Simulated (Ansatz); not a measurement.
# AlGeH4NO: up Jacob's ladder to CCSD(T)

How much do the methods differ for AlGeH4NO? The plan is to run it at one geometry with functionals of several rungs and with coupled cluster, and see how far each lands from CCSD(T) at the basis-set limit for the atomisation energy.

The runs use Ansatz 0.2.0, Gaussian basis; functionals in def2-TZVPP, the program's frozen cores in correlated methods.

Plan: LDA (SPW92), PBE-D4, revPBE-D4, BLYP-D4, r2SCAN-D4, B97M-V, PBE0-D4, B3LYP-D4, r2SCANh-D4, r2SCAN0-D4, HSE06-D4, BHLYP-D4, CAM-B3LYP-D4, LC-ωPBE, ωB97X-V, ωB97M-V, B2PLYP, PBE-QIDH; CCSD(T)/def2-SVP; CCSD(T)/def2-TZVPP; MP2/def2-QZVPP; extrapolation to the limit; RPA on PBE.

## Step 1: The relaxed structure

The geometry comes from an earlier relaxation with PBE0-D4 in a triple-zeta def2 set; it is a stationary point, not always the lowest conformer.

SMILES `[OH][GeH]1[NH][AlH]1`, 8 atoms, charge 0, spin multiplicity 1.

Atoms are counted from 1 here; the program's logs count them from 0.

Bond lengths: O1–Ge2 1.790 Å, O1–H5 0.960 Å, Ge2–N3 1.903 Å, Ge2–Al4 2.363 Å, Ge2–H6 1.541 Å, N3–Al4 1.755 Å, N3–H7 1.009 Å, Al4–H8 1.580 Å. Angles: Ge2–O1–H5 111.8°, O1–Ge2–N3 113.2°, O1–Ge2–Al4 127.0°, O1–Ge2–H6 100.2°, N3–Ge2–Al4 47.1°, N3–Ge2–H6 114.1°, Al4–Ge2–H6 132.5°, Ge2–N3–Al4 80.4°, Ge2–N3–H7 130.3°, Al4–N3–H7 149.3°, Ge2–Al4–N3 52.6°, Ge2–Al4–H8 167.0°, N3–Al4–H8 140.3°.

## Step 2: LDA

This LDA is Slater exchange with PW92 correlation.

Input file in.yaml:

```yaml
crystal:
  periodic: [false, false, false]
  atoms:
    - {symbol: O, position_ang: [-1.914523, 0.239860, 0.981443]}
    - {symbol: Ge, position_ang: [-0.826685, -0.080202, -0.403951]}
    - {symbol: N, position_ang: [0.905097, 0.679781, -0.188054]}
    - {symbol: Al, position_ang: [1.342571, -1.014661, -0.324776]}
    - {symbol: H, position_ang: [-1.566883, -0.121990, 1.799568]}
    - {symbol: H, position_ang: [-1.650683, 0.545239, -1.546623]}
    - {symbol: H, position_ang: [1.187634, 1.644258, -0.094580]}
    - {symbol: H, position_ang: [2.615570, -1.949487, -0.278827]}
basis:
  gaussian: {orbitals: def2-TZVPP}
hamiltonian: {xc: lda}
output: {orbitals: {seedname: orbitals}}
```

Run with:

```sh
ansatz run in.yaml --threads 2 --pin off --events-out ev --progress --plain --max-ram 4352MiB
```

After this run come: PBE-D4 (GGA); revPBE-D4 (GGA); BLYP-D4 (GGA); r2SCAN-D4 (meta-GGA); B97M-V (meta-GGA); PBE0-D4 (hybrid); B3LYP-D4 (hybrid); r2SCANh-D4 (hybrid); r2SCAN0-D4 (hybrid); HSE06-D4 (hybrid); BHLYP-D4 (hybrid); CAM-B3LYP-D4 (range-separated); LC-ωPBE (range-separated); ωB97X-V (range-separated); ωB97M-V (range-separated); B2PLYP (double hybrid); PBE-QIDH (double hybrid); CCSD(T) in def2-SVP; CCSD(T) in def2-TZVPP; MP2 in def2-QZVPP; RPA on PBE orbitals.

**Question.** What will the summary of the whole plan be? Wanted: atomisation energy, CCSD(T)/CBS; farthest beyond LDA; mean size of error, GGA; mean size of error, meta-GGA; mean size of error, hybrid; mean size of error, range-separated; mean size of error, double hybrid; gap, smallest and largest; T1 diagnostic.

The runs gave:

| quantity | value |
| --- | --- |
| atomisation energy, CCSD(T)/CBS | 2460.3 kJ/mol |
| functionals within 24.6 kJ/mol (1.0 %) | PBE-D4, BLYP-D4, r2SCAN-D4, B97M-V, CAM-B3LYP-D4, ωB97X-V, ωB97M-V |
| farthest beyond LDA | BHLYP-D4 (-134.6 kJ/mol) |
| mean size of error, GGA | 32.1 kJ/mol |
| mean size of error, meta-GGA | 10.6 kJ/mol |
| mean size of error, hybrid | 63.3 kJ/mol |
| mean size of error, range-separated | 20.2 kJ/mol |
| mean size of error, double hybrid | 54.1 kJ/mol |
| gap, smallest and largest | 3.45 eV (LDA (SPW92)), 9.72 eV (LC-ωPBE) |
| T1 diagnostic | 0.0145 |
| triples share of the correlation energy | 4.0 % |

The LDA atomisation energy is off by 388.6 kJ/mol (16 %): it overbinds. PBE-D4 misses by +24.4 kJ/mol. Double hybrids carry the basis error of their MP2 part in triple zeta, and no dispersion term here, so their miss is partly the set-up's. The rungs meta-GGA, range-separated miss on average by less than the doubt on the reference (24.6 kJ/mol), so they tie. The reference freezes the cores and leaves out relativity and excitations past (T), and its outer-core shells are covered unevenly, so misses under about 24.6 kJ/mol can't be ranked. Hartree-Fock recovers 64 % of the binding; the rest is correlation. CCSD(T) in def2-SVP is off by -234.4 kJ/mol, so the small basis spoils what the method gains. The gap grows from 3.5 to 9.7 eV across the functionals, mostly with the share of exact exchange. Correlated methods include outer-core shells of Ge, which these sets cover unevenly.
